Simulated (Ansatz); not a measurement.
# F3GaH2Se: small, medium and large basis sets

The task here is to estimate one member of a computed series from the others.

The runs use Ansatz 0.2.0, Gaussian basis; one geometry, several basis sets.

Plan: PBE0-D4/def2-SVP; ωB97M-V/def2-SVP; PBE0-D4/def2-QZVPP; ωB97M-V/def2-QZVPP; the functionals' def2-TZVPP values are taken from earlier runs.

## The relaxed structure

The geometry comes from an earlier relaxation with PBE0-D4 in a triple-zeta def2 set; it is a stationary point, not always the lowest conformer.

SMILES `[F][Ga-]([F])([F])[SeH2+]`, 7 atoms, charge 0, spin multiplicity 1.

Atoms are counted from 1 here; the program's logs count them from 0.

Bond lengths: F1–Ga2 1.750 Å, Ga2–F3 1.752 Å, Ga2–F4 1.750 Å, Ga2–Se5 2.597 Å, Se5–H6 1.470 Å, Se5–H7 1.470 Å. Angles: F1–Ga2–F3 117.0°, F1–Ga2–F4 118.5°, F1–Ga2–Se5 99.0°, F3–Ga2–F4 117.0°, F3–Ga2–Se5 99.6°, F4–Ga2–Se5 99.1°, Ga2–Se5–H6 92.5°, Ga2–Se5–H7 92.6°, H6–Se5–H7 91.5°.

The first run:

File in.yaml:

```yaml
crystal:
  periodic: [false, false, false]
  atoms:
    - {symbol: F, position_ang: [0.482212, -1.068473, 1.960623]}
    - {symbol: Ga, position_ang: [0.288619, -0.999074, 0.223095]}
    - {symbol: F, position_ang: [-1.298327, -1.378328, -0.415243]}
    - {symbol: F, position_ang: [1.663539, -1.389892, -0.785689]}
    - {symbol: Se, position_ang: [0.273374, 1.579953, -0.080909]}
    - {symbol: H, position_ang: [-1.073841, 1.704747, 0.494192]}
    - {symbol: H, position_ang: [-0.274376, 1.483068, -1.441769]}
basis:
  gaussian: {orbitals: def2-SVP}
hamiltonian: {xc: pbe0, dispersion: d4}
output: {orbitals: {seedname: orbitals}}
```

Steps of the session up to this table: PBE0-D4 in def2-SVP; ωB97M-V in def2-SVP; PBE0-D4 in def2-QZVPP; ωB97M-V in def2-QZVPP.

One of the session's tables, all rows but one given; the rest of the session is left out.

It belongs to the step «Functionals by basis». 

| functional | basis | HOMO (eV) |
| --- | --- | --- |
| PBE0-D4 | def2-SVP | -9.41 |
| PBE0-D4 | def2-TZVPP | -9.52 |
| PBE0-D4 | def2-QZVPP | -9.55 |
| ωB97M-V | def2-SVP | -11.56 |
| ωB97M-V | def2-TZVPP | -11.68 |
| ωB97M-V | def2-QZVPP | ? |

Q: Estimate the row for ωB97M-V, def2-QZVPP from the others.

**Answer.** HOMO (eV): -11.71. In the column «HOMO (eV)» it is the lowest.
